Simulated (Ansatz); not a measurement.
**The Ag+ ion: small, medium and large basis sets**

Aim: see how fast density functionals converge with the basis set for the Ag+ ion.

Program: Ansatz 0.2.0, Gaussian basis. Level of theory: one geometry, several basis sets. These are calculated values, not measurements.

Plan: PBE0/def2-SVP; ωB97M-V/def2-SVP; PBE0/def2-QZVPP; ωB97M-V/def2-QZVPP; the functionals' def2-TZVPP values are taken from earlier runs.

## Step 1: The atom

SMILES `[Ag+]`, 1 atom, charge 1, spin multiplicity 1.

Ag takes the def2 core potential; no spin-orbit term is included.

## Step 2: PBE0 in def2-SVP

The input, in.yaml:

```yaml
crystal:
  periodic: [false, false, false]
  atoms:
    - {symbol: Ag, position_ang: [0.000000, 0.000000, 0.000000]}
basis:
  gaussian: {orbitals: def2-SVP}
total_charge: 1
hamiltonian: {xc: pbe0}
output: {orbitals: {seedname: orbitals}}
```

After this run come: ωB97M-V in def2-SVP; PBE0 in def2-QZVPP; ωB97M-V in def2-QZVPP.

Before running them: what should the planned runs give, taken together? Wanted: PBE0: double and triple zeta above quadruple; ωB97M-V: double and triple zeta above quadruple.

**Answer**, as computed:

```
                                       quantity          value
   PBE0: double and triple zeta above quadruple  1.00, 0.03 eV
ωB97M-V: double and triple zeta above quadruple  1.03, 0.03 eV
```

In words: For PBE0 the step from double to triple zeta gains 0.97 eV and the next only 0.03 eV. These are total energies; as a rule much of such shifts cancels in differences, which this series doesn't test.
